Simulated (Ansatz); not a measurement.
# Si3N4: the cost of one run

Computed with Ansatz 0.2.0 (DFT r2SCAN, scalar-relativistic, plane waves, PAW, unless a step's input says otherwise).

## Step 1: The structure to begin with

It takes space group Fd-3m (No. 227, cubic). Conventional cell: a = 7.787 Å, b = 7.787 Å, c = 7.787 Å, α = 90.00°, β = 90.00°, γ = 90.00°. Si (site symmetry -3m) is surrounded by 6 N at 1.89 Å. Around Si (site symmetry -43m) lie 4 N at 1.79 Å. Around N (site symmetry 3m) lie 4 Si at 1.79 to 1.89 Å.

Structure file:

```xyz
14
Lattice="0.0000 3.8937 3.8937 3.8937 0.0000 3.8937 3.8937 3.8937 0.0000" Properties=species:S:1:pos:R:3 pbc="T T T"
Si    2.9203    2.9203    0.9734
Si    2.9203    0.9734    2.9203
Si    0.9734    2.9203    2.9203
Si    0.9734    0.9734    0.9734
Si    5.8406    5.8406    5.8406
Si    3.8937    3.8937    3.8937
N     2.8624    2.8624    2.8624
N     6.8719    4.8092    4.8092
N     4.8092    4.8092    6.8719
N     4.8092    6.8719    4.8092
N     4.9251    4.9251    2.8624
N     4.9251    2.8624    4.9251
N     6.8719    6.8719    6.8719
N     2.8624    4.9251    4.9251
```

This is candidate A: structure listed in a database for this formula (Fd-3m, No. 227).

(A quick probe on a coarse mesh, which set the mesh and smearing, is not shown.)

## Step 3: Rough relaxation on the coarse mesh (candidate A)

Contents of input.yaml:

```yaml
crystal:
  lattice:
    - [0.0, 3.893718, 3.893718]
    - [3.893718, 0.0, 3.893718]
    - [3.893718, 3.893718, 0.0]
  atoms:
    - { symbol: Si, position: [0.125, 0.125, 0.625] }
    - { symbol: Si, position: [0.125, 0.625, 0.125] }
    - { symbol: Si, position: [0.625, 0.125, 0.125] }
    - { symbol: Si, position: [0.125, 0.125, 0.125] }
    - { symbol: Si, position: [0.75, 0.75, 0.75] }
    - { symbol: Si, position: [0.5, 0.5, 0.5] }
    - { symbol: "N", position: [0.367563, 0.367563, 0.367563] }
    - { symbol: "N", position: [0.352689, 0.882437, 0.882437] }
    - { symbol: "N", position: [0.882437, 0.882437, 0.352689] }
    - { symbol: "N", position: [0.882437, 0.352689, 0.882437] }
    - { symbol: "N", position: [0.367563, 0.367563, 0.897311] }
    - { symbol: "N", position: [0.367563, 0.897311, 0.367563] }
    - { symbol: "N", position: [0.882437, 0.882437, 0.882437] }
    - { symbol: "N", position: [0.897311, 0.367563, 0.367563] }
basis:
  ecutwfc: 500
kpoints:
  mp_grid: { grid: [4, 4, 4] }
hamiltonian:
  xc: r2scan
scf:
  occupations: { method: gaussian, width: 0.1 }
  lower_state_search: "off"
output:
  forces: true
  stress: true
  eigenvalues: true
relax:
  adjacent_minimum: "off"
  f_tol: 0.04
  max_steps: 70
  cell: { stress_tol: 0.4 }
```

Command:

```bash
> ansatz run input.yaml --threads 1 --pin off --max-ram 3072MiB --backend cpu --events-out ev --progress --plain --runs-dir out
```

What time and memory should one allow on 1 thread of Arm Neoverse V2, shared host?

About 31 s, with a peak of 0.77 GiB.
